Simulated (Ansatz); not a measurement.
# H6N2OSi: the cost of one run

Method: RKS revPBE-D4/6-31G*, in Ansatz 0.2.0.

**1. The system as given**

Bond lengths: Si1–H2 1.660 Å, Si1–N3 2.020 Å, N3–H4 1.060 Å, N3–H5 1.060 Å, Si1–O6 1.679 Å, O6–H7 1.010 Å, Si1–N8 1.819 Å, N8–H9 1.060 Å, N8–H10 1.060 Å. Angles: H2–Si1–N3 45.6°, H2–Si1–O6 121.5°, H2–Si1–N8 121.5°, N3–Si1–O6 122.8°, N3–Si1–N8 122.8°, O6–Si1–N8 109.5°, Si1–N3–H4 114.2°, Si1–N3–H5 114.5°, H4–N3–H5 120.0°, Si1–O6–H7 109.5°, Si1–N8–H9 120.0°, Si1–N8–H10 120.0°, H9–N8–H10 120.0°.

Structure file:

```xyz
10

Si    0.0000    0.0000    0.0000
H     0.8198    0.0000    1.4434
N     1.9526    0.0000    0.5176
H     2.4509   -0.9180    0.3369
H     2.4539    0.9180    0.3453
O    -0.7913    1.3709   -0.5594
H    -1.7491    1.1401   -0.7818
N    -0.8572   -1.4851   -0.6061
H    -1.3922   -2.1014    0.0704
H    -0.8219   -1.7344   -1.6357
```

**2. A restrained relaxation towards end A**

Springs on the bonds that form and break draw the guess towards this end; the thresholds are loose.

File input.yaml:

```yaml
crystal:
  periodic: [false, false, false]
  atoms:
    - { symbol: Si, position_ang: [0.0, 0.0, 0.0] }
    - { symbol: H, position_ang: [0.8198, 0.0, 1.4434] }
    - { symbol: "N", position_ang: [1.9526, 0.0, 0.5176] }
    - { symbol: H, position_ang: [2.4509, -0.918, 0.3369] }
    - { symbol: H, position_ang: [2.4539, 0.918, 0.3453] }
    - { symbol: O, position_ang: [-0.7913, 1.3709, -0.5594] }
    - { symbol: H, position_ang: [-1.7491, 1.1401, -0.7818] }
    - { symbol: "N", position_ang: [-0.8572, -1.4851, -0.6061] }
    - { symbol: H, position_ang: [-1.3922, -2.1014, 0.0704] }
    - { symbol: H, position_ang: [-0.8219, -1.7344, -1.6357] }
basis:
  gaussian: { orbitals: "6-31G*" }
hamiltonian:
  xc: revpbe
  dispersion: d4
relax:
  f_tol: 0.15
  max_steps: 25
  restrain:
    - { distance: [1, 2], at: 2.26, k: 30.0 }
    - { distance: [0, 1], at: 1.46, k: 30.0 }
    - { distance: [0, 2], at: 1.82, k: 30.0 }
output:
  orbitals: {}
```

On the command line:

```console
$ ansatz run input.yaml --threads 1 --pin off --max-ram 2048MiB --backend cpu --events-out ev --progress --plain --runs-dir out
```

**Question.** How long does this run take on 1 thread of Arm Neoverse V2, shared host, and how much memory does it need?

About 33 s, with a peak of 0.12 GiB.
